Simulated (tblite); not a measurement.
# CH12BN3Si2: the cost of one run

Programs: tblite 0.8.0 and PySCF 2.14.0, with density-fitted response routines of our own. Each step states its level of theory. These are calculated values for one molecule in the gas phase, unless marked as measured. Atoms count from 0, in the outputs and in this text.

## 1. The starting structure

19 atoms, charge 0, multiplicity 1; geometry from: force field or distance geometry start.

Bonds of the start (Å): C0–N1 1.45, N1–B2 1.53, B2–N3 1.54, B2–Si4 1.93, Si4–N5 1.80, N5–Si6 1.80, C0–H7 1.11, C0–H8 1.11, C0–H9 1.12, N1–H10 1.05, N3–H11 1.05, N3–H12 1.03, Si4–H13 1.48, Si4–H14 1.46, N5–H15 1.03, Si6–H16 1.47, Si6–H17 1.46, Si6–H18 1.48.

## 2. Relaxing the molecule with GFN2-xTB

The job: settings as JSON, then the geometry in Å.

```
{"job": {"kind": "relax", "xc": "GFN2-xTB", "basis": "xTB"}, "charge": 0, "multiplicity": 1}
C     -2.625100    -0.770400    -0.769000
N     -2.003600    -0.539400     0.520300
B     -1.026500     0.637400     0.453800
N     -1.559600     2.046900     0.141000
Si     0.859100     0.348800     0.757900
N      1.470500    -0.809000    -0.470500
Si     3.231400    -1.006300    -0.181500
H     -1.863100    -0.994200    -1.538500
H     -3.229600     0.112900    -1.079500
H     -3.319700    -1.641800    -0.689600
H     -2.747100    -0.295900     1.218000
H     -1.273500     2.652300     0.943700
H     -1.066500     2.379600    -0.694200
H      1.574000     1.632400     0.623300
H      1.051700    -0.188600     2.103500
H      1.371600    -0.348500    -1.388500
H      3.787500    -1.924800    -1.178900
H      3.907600     0.285900    -0.289100
H      3.451200    -1.568300     1.169600
```

Launch:

```
> OMP_NUM_THREADS=1 python probes_run.py task.json out
```

The driver reads the jobs from task.json and runs them one after another.

Q: Estimate the wall time and peak memory of this first job on 1 thread of Arm Neoverse V1, shared host.

About 1.5 s, with a peak of 0.18 GiB.
